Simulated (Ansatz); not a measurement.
# Cl₃HSSi with the probe H: a probe moved round a molecule

Method: UKS PBE-D4/def2-SVP; program: Ansatz 0.2.0.

## (1) Where the work starts

SMILES `S[Si](Cl)(Cl)Cl`, 6 atoms, charge 0, spin multiplicity 1.

Atoms are counted from 1 here; the program's logs count them from 0.

Bond lengths: S1–Si2 2.130 Å, S1–H6 1.364 Å, Si2–Cl3 2.056 Å, Si2–Cl4 2.063 Å, Si2–Cl5 2.063 Å. Angles: Si2–S1–H6 93.0°, S1–Si2–Cl3 105.9°, S1–Si2–Cl4 112.2°, S1–Si2–Cl5 112.2°, Cl3–Si2–Cl4 109.7°, Cl3–Si2–Cl5 109.7°, Cl4–Si2–Cl5 107.1°.

As a file:

```xyz
6

S    -0.9521    0.5962    1.3565
Si    0.3346   -0.2624   -0.1078
Cl    1.6636   -1.4385    0.9310
Cl   -0.6967   -1.4175   -1.4716
Cl    1.3623    1.1708   -1.1789
H    -1.6696    1.2875    0.4246
```

This geometry comes from a loose relaxation at PBE in a small basis, which is not shown.

## (4) The grid

The probe is moved over the molecule's main plane (x and y are the axes of that plane, centred on the molecule).

The axes are (1) x of the probe's H atom: 11 values from −4.85 Å; (2) y of the probe's H atom: 9 values from −3.88 Å.

Nothing else is relaxed (molecule and probe rigid). Energies count from molecule and probe far apart, each relaxed in its own basis (no counterpoise correction). Points are written as (first, second).

The probe H moves over a plane: the molecule's main plane. The molecule is turned into the frame of its main axes, as the inputs below show.

(The set-up runs are not shown.)

## (5) The run at (1.94 Å, −2.91 Å)

The input, input.yaml:

```yaml
crystal:
  periodic: [false, false, false]
  atoms:
    - { symbol: S, position_ang: [1.8169, 0.078993, 1.108975] }
    - { symbol: Si, position_ang: [-0.010128, 0.001154, 0.015994] }
    - { symbol: Cl, position_ang: [0.52712, -0.147389, -1.963667] }
    - { symbol: Cl, position_ang: [-1.170765, -1.622339, 0.541707] }
    - { symbol: Cl, position_ang: [-1.163127, 1.689581, 0.296991] }
    - { symbol: H, position_ang: [1.179085, 0.178535, 2.311208] }
    - { symbol: H, position_ang: [1.94, -2.91, 0.0] }
magnetization:
  spin_polarized: true
  initial_magnetization: 1
basis:
  gaussian: { orbitals: def2-SVP }
hamiltonian:
  xc: pbe
  dispersion: d4
output:
  forces: true
```

Started as:

```console
$ ansatz run input.yaml --threads 1 --pin off --max-ram 2560MiB --backend cpu --events-out ev --progress --plain --runs-dir out
```

What time and memory should one allow on 1 thread of Arm Neoverse V1, shared host?

About 6.8 s, with a peak of 0.16 GiB.
